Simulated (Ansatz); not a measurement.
Runs of Ansatz 0.2.0 on Al3Au. The structure is tetragonal, space group I4/mmm (No. 139). Conventional cell: a = 4.051 Å, b = 4.051 Å, c = 8.113 Å, α = 90.00°, β = 90.00°, γ = 90.00°. Au (site symmetry 4/mmm) has 12 Al at 2.86 to 2.87 Å as nearest neighbours. Al (site symmetry 4/mmm) is surrounded by 4 Au at 2.86 Å and 8 Al at 2.87 Å. Al (site symmetry -4m2) has 8 Al at 2.86 to 2.87 Å and 4 Au at 2.87 Å as nearest neighbours. The cell comes from a database or a generator and needn't be the stable form of this composition.

```tsv
level	cutoff (eV)	gap on the mesh (eV)	pressure (GPa)
revPBE	420	none	(a)
LDA	420	none	-5.1
RPBE	420	none	2.3
BLYP	420	none	5.0
r2SCAN	500	none	-2.7
PBEsol	420	none	-2.7
```

Alike in all rows: task band structure; potentials or basis Ansatz PAW; no spin polarisation; cell as given; k mesh 5 × 5 × 5; smearing fermi-dirac 0.05 eV; the mesh is coarse, so values aren't converged.

Problem. Fill in the values left out.

Solution. (a) 1.8.

Caveats: all runs use coarse meshes; spin-orbit coupling is left out, which moves the levels of the heavy elements; the PAW data sets come from PBE, with cores solved anew for the run's functional, which leaves a small shift of forces and pressure.

A k mesh can miss the band edges, and the runs leave out spin-orbit coupling on Au.

A gap of «none» marks a metal or a gap under the smearing width.

Runs at the PBE level aren't shown here.
